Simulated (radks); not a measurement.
**Ti⁴⁺ in [Ne] 3p6 3d2: an all-electron calculation**

Wanted: eigenvalues, radial structure and energy terms of the titanium ion Ti4+.

The numbers are computed with radks (a radial shooting solver on a logarithmic mesh, Libxc functionals) version 1 (scalar-relativistic Kohn-Sham, LDA (Slater exchange, Perdew-Wang correlation), spin-polarised, spherical densities, finite nucleus; open shells are filled with parallel spins first), except any that are marked as measured or tabulated.

## (1) Starting point

| Quantity | Value |
| --- | --- |
| element | titanium (Z = 22) |
| charge | +4 |
| electrons | 18 |
| configuration | [Ne] 3p6 3d2 |
| nuclear rms radius | 3.5921 fm |

The outer shells:

Ti⁴⁺
```
[Ne] core
3p [↑↓][↑↓][↑↓]
3d [↑ ][↑ ][  ][  ][  ]
```

## (2) The calculation

The run's settings:

```text
Z 22
configuration [Ne] 3p6 3d2
relativity scalar-relativistic
functional lda,pw
spin polarised
nucleus finite rms 3.5921 fm
c 137.035999084
```

Run with:

```console
python run_ks.py task.json out
```

This one command runs every case of the session in turn.

Q: Predict the outcome of this run.

**Answer**, as computed:

```
                        quantity                   value
                    total energy      -843.88114 hartree
exchange-correlation share of it                  4.54 %
                            −T/E                  1.0080
          highest occupied level       3d up, -55.659 eV
    most extended occupied level  3d up, <r> = 1.12 bohr
 radius at density 0.001 e/bohr³               2.68 bohr
    maxima of the radial density                       3
```

What this shows: 3 principal shells are occupied and 3 maxima appear in the radial density. Relativity lifts −T/E to 1.008. This is not the tabulated ground configuration, so its levels and sizes aren't those of the ground state, and no measured value stands beside it.
